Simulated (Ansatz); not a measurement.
**C₂H₆Ga+: basis-set convergence**

Aim: see how fast density functionals converge with the basis set for C₂H₆Ga+.

Program: Ansatz 0.2.0, Gaussian basis. Level of theory: one geometry, several basis sets. These are calculated values, not measurements.

Plan: PBE0-D4/def2-SVP; ωB97M-V/def2-SVP; PBE0-D4/def2-QZVPP; ωB97M-V/def2-QZVPP; the functionals' def2-TZVPP values are taken from earlier runs.

### 1 Structure used throughout

An earlier PBE0-D4 in a triple-zeta def2 set relaxation fixed the geometry.

SMILES `[CH3][Ga+][CH3]`, 9 atoms, charge 1, spin multiplicity 1.

Atoms are counted from 1 here; the program's logs count them from 0.

Bond lengths: C1–Ga2 1.906 Å, C1–H4 1.092 Å, C1–H5 1.092 Å, C1–H6 1.092 Å, Ga2–C3 1.906 Å, C3–H7 1.092 Å, C3–H8 1.092 Å, C3–H9 1.092 Å. Angles: Ga2–C1–H4 109.4°, Ga2–C1–H5 109.4°, Ga2–C1–H6 109.4°, H4–C1–H5 109.5°, H4–C1–H6 109.5°, H5–C1–H6 109.5°, C1–Ga2–C3 180.0°, Ga2–C3–H7 109.4°, Ga2–C3–H8 109.4°, Ga2–C3–H9 109.4°, H7–C3–H8 109.5°, H7–C3–H9 109.5°, H8–C3–H9 109.5°.

### 2 PBE0-D4 in def2-SVP

The input, in.yaml:

```yaml
crystal:
  periodic: [false, false, false]
  atoms:
    - {symbol: C, position_ang: [-0.928191, 1.293127, -1.048804]}
    - {symbol: Ga, position_ang: [-0.000005, 0.000000, 0.000005]}
    - {symbol: C, position_ang: [0.928188, -1.293124, 1.048809]}
    - {symbol: H, position_ang: [-1.812931, 0.832261, -1.494118]}
    - {symbol: H, position_ang: [-0.269854, 1.659306, -1.839978]}
    - {symbol: H, position_ang: [-1.232286, 2.126897, -0.411765]}
    - {symbol: H, position_ang: [0.418970, -2.256563, 0.971676]}
    - {symbol: H, position_ang: [1.952425, -1.391055, 0.681650]}
    - {symbol: H, position_ang: [0.943684, -0.970848, 2.092536]}
basis:
  gaussian: {orbitals: def2-SVP}
total_charge: 1
hamiltonian: {xc: pbe0, dispersion: d4}
output: {orbitals: {seedname: orbitals}}
```

Launch:

```bash
$ ansatz run in.yaml --threads 2 --pin off --events-out ev --progress --plain --max-ram 32768MiB --backend cpu
```

Further steps of the session: ωB97M-V in def2-SVP; PBE0-D4 in def2-QZVPP; ωB97M-V in def2-QZVPP.

Q: Predict the results of all the runs planned. Wanted: PBE0-D4: double and triple zeta above quadruple; ωB97M-V: double and triple zeta above quadruple.

The runs gave:

| quantity | value |
| --- | --- |
| PBE0-D4: double and triple zeta above quadruple | 10.48, 1.30 eV |
| ωB97M-V: double and triple zeta above quadruple | 10.58, 1.26 eV |

**Reading.** PBE0-D4 gains 9.18 eV from double to triple zeta, then 1.30 eV more. Total energies overstate the basis error of differences, where much of it tends to cancel.
